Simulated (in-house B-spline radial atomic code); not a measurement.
# Ni¹⁶⁺: ionisation energy by several methods

Wanted: one ionisation energy, Ni¹⁶⁺ to configuration [Ne] 3s1, up the ladder of functionals.

The numbers are computed with in-house B-spline radial atomic code version 1 (scalar-relativistic (X2C), several functionals, spin-polarised; spherical all-electron atom at the radial basis limit), except any that are marked as measured or tabulated.

## (1) The atom as given

| Quantity | Value |
| --- | --- |
| element | nickel (Z = 28) |
| charge | +16 |
| electrons | 12 |
| configuration | [Ne] 3s2 |
| nucleus | Fermi, rms radius 3.776 fm |

The outer shells:

[Ne] 3s2
```
[Ne] core
3s [↑↓]
```

Where spins are not typed, each open shell is filled with up spins first.

## (2) SCAN

Settings, as recorded:

```ini
Z = 28
electrons = 12.0
configuration = [Ne] 3s2
hamiltonian = x2c
method = scan,scan
spin_polarised = True
nucleus = fermi
rms_radius = 3.7757
mass_number = 58
atomic_mass = 57.93534165
speed_of_light = 137.035999084
```

## (3) PBE0

Changes to the settings of step 2:

```diff
@@ -4,3 +4,3 @@
 hamiltonian = x2c
-method = scan,scan
+method = pbe0
 spin_polarised = True
```

## (4) TPSSh

Changes to the settings of step 3:

```diff
@@ -4,3 +4,3 @@
 hamiltonian = x2c
-method = pbe0
+method = tpssh
 spin_polarised = True
```

## (5) OLYP

Changes to the settings of step 4:

```diff
@@ -4,3 +4,3 @@
 hamiltonian = x2c
-method = tpssh
+method = optx,lyp
 spin_polarised = True
```

## (6) PW91

Changes to the settings of step 5:

```diff
@@ -4,3 +4,3 @@
 hamiltonian = x2c
-method = optx,lyp
+method = pw91,pw91
 spin_polarised = True
```

## (7) LDA (VWN5)

Changes to the settings of step 6:

```diff
@@ -4,3 +4,3 @@
 hamiltonian = x2c
-method = pw91,pw91
+method = lda,vwn
 spin_polarised = True
```

## (8) LDA (PW92)

Changes to the settings of step 7:

```diff
@@ -4,3 +4,3 @@
 hamiltonian = x2c
-method = lda,vwn
+method = lda,pw
 spin_polarised = True
```

**Question.** The tabulated ionisation energy is 571.07 ± 0.12 eV (semi-empirical; NIST Atomic Spectra Database). What does each method give, and which comes nearest?

The runs gave:

| method | rung | total energy (hartree) | ΔSCF (eV) | −ε highest (eV) | ΔSCF less tabulated (eV) |
| --- | --- | --- | --- | --- | --- |
| LDA (VWN5) | LDA | -1390.6319 | 569.93 | 554.03 (3s up) | -1.14 |
| LDA (PW92) | LDA | -1390.6264 | 569.91 | 554.01 (3s up) | -1.16 |
| OLYP | GGA | -1393.6591 | 569.33 | 553.94 (3s up) | -1.74 |
| PW91 | GGA | -1393.5490 | 570.54 | 554.39 (3s up) | -0.53 |
| SCAN | meta-GGA | -1393.6088 | 568.00 | 554.62 (3s up) | -3.07 |
| PBE0 | global hybrid | -1393.3212 | 569.75 | 557.69 (3s up) | -1.32 |
| TPSSh | global hybrid | -1393.5667 | 569.32 | 555.68 (3s up) | -1.75 |

Tables give 571.07 ± 0.12 eV (semi-empirical; NIST Atomic Spectra Database) for the ionisation energy. PW91 misses by -0.53 eV, the least, and SCAN by -3.07 eV (0.54 %), the most. Mean absolute error by rung (exchange-only levels left out): LDA 1.15 eV, GGA 1.14 eV, meta-GGA 3.07 eV, global hybrid 1.54 eV. Relativistic terms that these runs lack can be as large as the gaps between close methods, so the nearest may be so by luck.
